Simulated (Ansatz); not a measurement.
# C2HF2Ge radical: up Jacob's ladder to CCSD(T)

Aim: compute C2HF2Ge radical with functionals from several rungs and with coupled cluster. The yardstick is the atomisation energy at the CCSD(T) limit.

Computed with Ansatz 0.2.0, Gaussian basis. Level: functionals in def2-TZVPP, the program's frozen cores in correlated methods.

Levels to be run: LDA (SPW92), PBE-D4, revPBE-D4, BLYP-D4, r2SCAN-D4, B97M-V, PBE0-D4, B3LYP-D4, r2SCANh-D4, r2SCAN0-D4, HSE06-D4, BHLYP-D4, CAM-B3LYP-D4, LC-ωPBE, ωB97X-V, ωB97M-V, B2PLYP, PBE-QIDH; CCSD(T)/def2-SVP; CCSD(T)/def2-TZVPP; MP2/def2-QZVPP; extrapolation to the limit; RPA on PBE.

## (1) The relaxed structure

An earlier PBE0-D4 in a triple-zeta def2 set relaxation fixed the geometry.

SMILES `C#[C][Ge]([F])[F]`, 6 atoms, charge 0, spin multiplicity 2.

Atoms are counted from 1 here; the program's logs count them from 0.

Bond lengths: C1–C2 1.206 Å, C1–H6 1.067 Å, C2–Ge3 1.892 Å, Ge3–F4 1.728 Å, Ge3–F5 1.728 Å. Angles: C2–C1–H6 178.2°, C1–C2–Ge3 171.1°, C2–Ge3–F4 108.5°, C2–Ge3–F5 108.5°, F4–Ge3–F5 104.7°.

## (2) LDA

This LDA is Slater exchange with PW92 correlation.

File in.yaml:

```yaml
crystal:
  periodic: [false, false, false]
  atoms:
    - {symbol: C, position_ang: [-0.190100, 0.518382, 1.692948]}
    - {symbol: C, position_ang: [-0.131417, 0.204157, 0.530329]}
    - {symbol: Ge, position_ang: [-0.289598, -0.139669, -1.323139]}
    - {symbol: F, position_ang: [-0.276601, -1.850641, -1.565139]}
    - {symbol: F, position_ang: [1.142887, 0.424070, -2.108219]}
    - {symbol: H, position_ang: [-0.213171, 0.779702, 2.727020]}
basis:
  gaussian: {orbitals: def2-TZVPP}
magnetization: {spin_polarized: true, initial_magnetization: 1}
hamiltonian: {xc: lda}
output: {orbitals: {seedname: orbitals}}
```

The run is started by

```console
ansatz run in.yaml --threads 2 --pin off --events-out ev --progress --plain --max-ram 32768MiB --backend cpu
```

After this run come: PBE-D4 (GGA); revPBE-D4 (GGA); BLYP-D4 (GGA); r2SCAN-D4 (meta-GGA); B97M-V (meta-GGA); PBE0-D4 (hybrid); B3LYP-D4 (hybrid); r2SCANh-D4 (hybrid); r2SCAN0-D4 (hybrid); HSE06-D4 (hybrid); BHLYP-D4 (hybrid); CAM-B3LYP-D4 (range-separated); LC-ωPBE (range-separated); ωB97X-V (range-separated); ωB97M-V (range-separated); B2PLYP (double hybrid); PBE-QIDH (double hybrid); CCSD(T) in def2-SVP; CCSD(T) in def2-TZVPP; MP2 in def2-QZVPP; RPA on PBE orbitals.

**Question.** What will the summary of the whole plan be? Wanted: atomisation energy, CCSD(T)/CBS; farthest beyond LDA; mean size of error, GGA; mean size of error, meta-GGA; mean size of error, hybrid; mean size of error, range-separated; mean size of error, double hybrid; gap, smallest and largest; T1 diagnostic.

**Answer**, as computed:

| quantity | value |
| --- | --- |
| atomisation energy, CCSD(T)/CBS | 2431.0 kJ/mol |
| functionals within 24.3 kJ/mol (1.0 %) | revPBE-D4, B97M-V, PBE0-D4, B3LYP-D4, r2SCANh-D4, HSE06-D4, CAM-B3LYP-D4, LC-ωPBE, ωB97X-V, ωB97M-V, B2PLYP, PBE-QIDH |
| farthest beyond LDA | BHLYP-D4 (-140.2 kJ/mol) |
| mean size of error, GGA | 47.8 kJ/mol |
| mean size of error, meta-GGA | 20.0 kJ/mol |
| mean size of error, hybrid | 39.2 kJ/mol |
| mean size of error, range-separated | 3.5 kJ/mol |
| mean size of error, double hybrid | 9.4 kJ/mol |
| gap, smallest and largest | 1.00 eV (LDA (SPW92)), 8.73 eV (LC-ωPBE) |
| T1 diagnostic | 0.0152 |
| triples share of the correlation energy | 3.8 % |

What this shows: The LDA atomisation energy is off by 445.8 kJ/mol (18 %): it overbinds. PBE-D4 is off by +104.3 kJ/mol. Double hybrids carry the basis error of their MP2 part in triple zeta, and no dispersion term here, so their miss is partly the set-up's. The rungs range-separated, double hybrid, meta-GGA miss on average by less than the doubt on the reference (24.3 kJ/mol), so they tie. Misses under about 24.3 kJ/mol are within the doubt on the reference itself, which lacks core-valence correlation, relativity and higher excitations, and its outer-core shells are covered unevenly. Hartree-Fock recovers 69 % of the binding; the rest is correlation. CCSD(T) in def2-SVP is off by -152.5 kJ/mol, more than most functionals: a good method in a small basis is no reference. Orbital gaps span 1.0 to 8.7 eV; exact exchange widens them. Correlated methods include outer-core shells of Ge, which these sets cover unevenly.
